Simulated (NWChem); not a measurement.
# GeHBr (SMILES [GeH][Br]): r2SCAN/def2-SVPD

What is the vertical ionisation energy of GeHBr at r2SCAN/def2-SVPD? 

Program for the calculation: NWChem 7.3.0.

### Step 1. The molecule

The species is GeHBr (3 atoms), meant as a singlet with charge 0. As SMILES, `[GeH][Br]`. The coordinates come from a PBE0-D4/def2-TZVP relaxation.

Bond lengths: Ge1–Br2 2.339 Å, Ge1–H3 1.598 Å. Angles: Br2–Ge1–H3 93.3°.

### Step 2. The energy at r2SCAN/def2-SVPD

The input, mol.nw:

```
start mol
memory total 2200 mb

geometry units au noautosym nocenter noautoz
  Ge   0.67916757  -1.62497549   0.17763426
  Br   1.27291952   2.67811986   0.99380697
  H   -1.97287407  -1.17578759  -1.19657458
end

basis spherical bse
  * library def2-SVPD
end

dft
  xc r2scan
  grid fine
  convergence energy 1e-08
  maxiter 100
  mulliken
  print low
end

task dft energy
```

Command:

```bash
nwchem mol.nw > mol.out
```

Output (excerpt; [...] marks lines left out):

```text
[...]
 d= 0,ls=0.0,diis     1  -4651.1406622936 -4.92D+03  1.62D-02  3.39D-01     2.1
[...]
 d= 0,ls=0.0,diis    10  -4651.1860505297 -7.84D-10  3.44D-07  5.79D-10    13.2
         Total DFT energy =    -4651.186050529686
      One electron energy =    -7016.340613253415
           Coulomb energy =     2265.501816226597
    Exchange-Corr. energy =     -170.712621794241
 Nuclear repulsion energy =      270.365368291373
[...]
      Total Density - Mulliken Population Analysis
     ---------------------------------------------
    Atom       Charge   Shell Charges
 -----------   ------   -------------------------------------------------------
    1 Ge  32    31.60   2.00  2.00  2.00  1.54  0.24  0.06  6.00  5.98  0.98  0.70  8.09  1.80  0.20  0.03
    2 Br  35    35.34   2.00  2.00  1.99  1.45  0.51  0.02  6.00  5.98  2.37  2.88  0.10  8.19  1.74  0.09  0.02
    3 H    1     1.05   0.71  0.32  0.01  0.01
[...]
```

Run time: 14 s. Hardware: 1 thread of AMD EPYC 7R13 (Zen 3), shared host; peak memory 0.11 GiB.

### Step 3. The doublet cation at the same level

The input, job.nw:

```
start job
memory stack 880 mb heap 220 mb global 1100 mb
charge 1

geometry units angstrom noautosym nocenter noautoz
  Ge     0.359400    -0.859900     0.094000
  Br     0.673600     1.417200     0.525900
  H     -1.044000    -0.622200    -0.633200
end

basis spherical bse
  * library def2-SVPD
end

dft
  xc r2scan
  mult 2
  grid fine
  convergence energy 1e-08
  iterations 100
  mulliken
  noprint "final vectors analysis"
end

task dft
```

Command:

```bash
nwchem job.nw > job.out
```

Output (excerpt; [...] marks lines left out):

```text
[...]
          Wavefunction type:  spin polarized.
          No. of atoms     :     3
          No. of electrons :    67
[...]
          Charge           :     1
          Spin multiplicity:     2
[...]
          AO basis - number of functions:    87
[...]
              XC Information
              --------------
                      r^2SCAN Method XC Functional
               r^2SCAN metaGGA Exchange Functional  1.000
                     r^2SCAN Correlation Potential  1.000
[...]
 d= 0,ls=0.0,diis     1  -4650.4132428185 -4.92D+03  2.36D-02  2.09D+00     2.4
[...]
 d= 0,ls=0.0,diis    13  -4650.8444732504 -1.83D-09  2.36D-07  1.74D-10    22.5
[...]
         Total DFT energy =    -4650.844473250361
      One electron energy =    -6998.388900463069
           Coulomb energy =     2247.591677889588
    Exchange-Corr. energy =     -170.412637927748
 Nuclear repulsion energy =      270.365387250867
[...]
      Total Density - Mulliken Population Analysis
     ---------------------------------------------
    Atom       Charge   Shell Charges
 -----------   ------   -------------------------------------------------------
    1 Ge  32    31.10   2.00  2.00  2.00  1.55  0.11  0.04  6.00  5.97  0.93  0.41  8.09  1.80  0.19  0.00
    2 Br  35    35.00   2.00  2.00  1.99  1.50  0.48  0.01  6.00  5.98  2.33  2.63  0.04  8.20  1.74  0.09  0.02
    3 H    1     0.91   0.64  0.26  0.01 -0.00
[...]
      <S2> =      0.7598 (Exact =     0.7500)
[...]
```

It took 24 s on 1 thread of AMD EPYC 7R13 (Zen 3), shared host; peak memory 0.11 GiB.

### Step 4. Summary of results

At r2SCAN/def2-SVPD:

| quantity | value |
| --- | --- |
| singlet GeHBr: total energy | -4651.18605 Eh |
| doublet cation: total energy | -4650.84447 Eh |
| doublet cation: ⟨S²⟩ | 0.760 |
| vertical ionisation energy (to the doublet cation) | 9.295 eV |

In words: Removing an electron at fixed nuclei costs 9.29 eV (214 kcal/mol).
